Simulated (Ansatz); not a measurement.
**C2H6O2Si: one species, many methods**

Aim: compute C2H6O2Si with functionals from several rungs and with coupled cluster. The yardstick is the atomisation energy at the CCSD(T) limit.

Method: functionals in def2-TZVPP, the program's frozen cores in correlated methods; program: Ansatz 0.2.0, Gaussian basis.

Levels to be run: PBE-D4, r2SCAN-D4, PBE0-D4, B3LYP-D4, ωB97X-V, ωB97M-V, B2PLYP; CCSD(T)/def2-TZVPP; MP2/def2-QZVPP; extrapolation to the limit.

**1. Structure used throughout**

An earlier PBE0-D4 in a triple-zeta def2 set relaxation fixed the geometry.

SMILES `O/C=C/[SiH2]O`, 11 atoms, charge 0, spin multiplicity 1.

Atoms are counted from 1 here; the program's logs count them from 0.

Bond lengths: O1–C2 1.346 Å, O1–H6 0.964 Å, C2–C3 1.334 Å, C2–H7 1.086 Å, C3–Si4 1.843 Å, C3–H8 1.091 Å, Si4–O5 1.652 Å, Si4–H9 1.492 Å, Si4–H10 1.484 Å, O5–H11 0.958 Å. Angles: C2–O1–H6 109.2°, O1–C2–C3 127.4°, O1–C2–H7 110.4°, C3–C2–H7 122.2°, C2–C3–Si4 121.7°, C2–C3–H8 118.5°, Si4–C3–H8 119.8°, C3–Si4–O5 111.0°, C3–Si4–H9 108.8°, C3–Si4–H10 112.4°, O5–Si4–H9 111.3°, O5–Si4–H10 104.9°, H9–Si4–H10 108.4°, Si4–O5–H11 116.8°.

Coordinates:

```tsv
atom	x (Å)	y (Å)	z (Å)
O1	-0.6280	1.6666	1.9391
C2	-0.0822	0.7968	1.0688
C3	-0.7131	0.0833	0.1340
Si4	0.1950	-1.0645	-0.9867
O5	1.8244	-0.8036	-0.9076
H6	-1.5807	1.6999	1.7979
H7	0.9917	0.7356	1.2179
H8	-1.7943	0.1915	0.0383
H9	-0.3151	-0.8825	-2.3768
H10	0.0164	-2.4873	-0.6040
H11	2.1514	0.0069	-1.3001
```

**2. PBE-D4 (GGA)**

Input file in.yaml:

```yaml
crystal:
  periodic: [false, false, false]
  atoms:
    - {symbol: O, position_ang: [-0.628004, 1.666618, 1.939076]}
    - {symbol: C, position_ang: [-0.082233, 0.796846, 1.068783]}
    - {symbol: C, position_ang: [-0.713111, 0.083341, 0.134029]}
    - {symbol: Si, position_ang: [0.194961, -1.064459, -0.986671]}
    - {symbol: O, position_ang: [1.824382, -0.803568, -0.907625]}
    - {symbol: H, position_ang: [-1.580739, 1.699851, 1.797899]}
    - {symbol: H, position_ang: [0.991710, 0.735602, 1.217907]}
    - {symbol: H, position_ang: [-1.794270, 0.191480, 0.038276]}
    - {symbol: H, position_ang: [-0.315069, -0.882473, -2.376841]}
    - {symbol: H, position_ang: [0.016387, -2.487278, -0.604038]}
    - {symbol: H, position_ang: [2.151387, 0.006938, -1.300095]}
basis:
  gaussian: {orbitals: def2-TZVPP}
hamiltonian: {xc: pbe, dispersion: d4}
output: {forces: true, orbitals: {seedname: orbitals}}
```

On the command line:

```
> ansatz run in.yaml --threads 4 --pin off --events-out ev --progress --plain --max-ram 10444MiB
```

Further steps of the session: r2SCAN-D4 (meta-GGA); PBE0-D4 (hybrid); B3LYP-D4 (hybrid); ωB97X-V (range-separated); ωB97M-V (range-separated); B2PLYP (double hybrid); CCSD(T) in def2-TZVPP; MP2 in def2-QZVPP.

Q: Predict the results of all the runs planned. Wanted: atomisation energy, CCSD(T)/CBS; farthest; mean size of error, hybrid; mean size of error, range-separated; gap, smallest and largest; T1 diagnostic; triples share of the correlation energy.

**Answer**, as computed:

| quantity | value |
| --- | --- |
| atomisation energy, CCSD(T)/CBS | 4273.6 kJ/mol |
| functionals within 21.4 kJ/mol (0.5 %) | r2SCAN-D4, PBE0-D4, B3LYP-D4, ωB97X-V, ωB97M-V |
| farthest | PBE-D4 (+75.1 kJ/mol) |
| mean size of error, hybrid | 17.3 kJ/mol |
| mean size of error, range-separated | 3.3 kJ/mol |
| gap, smallest and largest | 4.92 eV (PBE-D4), 11.49 eV (ωB97X-V) |
| T1 diagnostic | 0.0125 |
| triples share of the correlation energy | 3.8 % |

In words: PBE-D4 is off by +75.1 kJ/mol. Double hybrids carry the basis error of their MP2 part in triple zeta, and no dispersion term here, so their miss is partly the set-up's. The reference freezes the cores and leaves out relativity and excitations past (T), so misses under about 21.4 kJ/mol can't be ranked. Hartree-Fock recovers 72 % of the binding; the rest is correlation. Orbital gaps span 4.9 to 11.5 eV; exact exchange widens them.
